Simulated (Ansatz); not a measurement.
# TiB2: properties at the relaxed cell

An exercise on one series of results from a longer session: the logs are not shown, and one member is left open.

Computed with Ansatz 0.2.0 (DFT PBE, scalar-relativistic, plane waves, PAW, unless a step's input says otherwise).

### The structure to begin with

The structure is hexagonal, space group P6/mmm (No. 191). The conventional cell has a = 3.032 Å, b = 3.032 Å, c = 3.223 Å, α = 90.00°, β = 90.00°, γ = 120.00°. Ti (site symmetry 6/mmm) has 12 B at 2.38 Å as nearest neighbours. B (site symmetry -6m2) is surrounded by 3 B at 1.75 Å and 6 Ti at 2.38 Å.

Coordinates:

```
CELL_PARAMETERS angstrom
3.03210 0.00000 0.00000
-1.51605 2.62588 0.00000
0.00000 0.00000 3.22341
ATOMIC_POSITIONS crystal
Ti 0.00000 0.00000 0.00000
B 0.33333 0.66667 0.50000
B 0.66667 0.33333 0.50000
```

It is the result of an earlier relaxation at this level (volume 8.55 Å³/atom; gap on the mesh: none (metal)).

The first run:

input.yaml reads:

```yaml
crystal:
  lattice:
    - [3.0014720022, 0.0, 0.0]
    - [-1.5007360011, 2.5993510027, 0.0]
    - [0.0, 0.0, 3.1908489713]
  atoms:
    - { symbol: Ti, position: [0.0, 0.0, 0.0] }
    - { symbol: B, position: [0.3333333333, 0.6666666667, 0.5] }
    - { symbol: B, position: [0.6666666667, 0.3333333333, 0.5] }
basis:
  ecutwfc: 420
kpoints:
  mp_grid: { grid: [15, 15, 14] }
hamiltonian:
  xc: pbe
scf:
  occupations: { method: gaussian, width: 0.1 }
output:
  forces: true
  stress: true
  eigenvalues: true
relax:
  adjacent_minimum: "off"
  f_tol: 0.01
  max_steps: 30
  cell: { stress_tol: 0.1, fix: [volume] }
```

Run with:

```
$ ansatz run input.yaml --threads 1 --pin off --max-ram 2560MiB --backend cpu --events-out ev --progress --plain --runs-dir out
```

Steps of the session up to this table: Point at V/V0 = 0.97; Point at V/V0 = 1.03; Volume × 0.94; Volume × 1.06; Volume × 0.91; Point at V/V0 = 1.10; Volume × 0.88.

One table of the session follows, with a row left open; its other results are not shown here.

It belongs to the step «Energy against volume». 

| volume (Å³/atom) | energy above the lowest point (meV/atom) | pressure (GPa) |
| --- | --- | --- |
| 7.528 | 118.7 | 41.10 |
| 7.785 | 63.3 | 28.43 |
| 8.042 | 26.7 | 17.53 |
| 8.298 | ? | ? |
| 8.555 | 0.0 | 0.04 |
| 8.811 | 5.7 | -6.95 |
| 9.068 | 21.8 | -12.98 |
| 9.410 | 57.0 | -19.75 |

Q: Estimate the row for volume (Å³/atom) = 8.298 from the others.

Worked estimate for «energy above the lowest point (meV/atom)». A straight line through the neighbours (8.042, 26.7) and (8.555, 0.0) gives 26.7 + (0.0 − 26.7) × (8.298 − 8.042) / (8.555 − 8.042) = 13.4; a parabola fitted to 4 rows on both sides gives 6.3.

**Answer.** energy above the lowest point (meV/atom): 6.4; pressure (GPa): 8.13. In «energy above the lowest point (meV/atom)» the line misses by +7.0 and the parabola by -0.1.
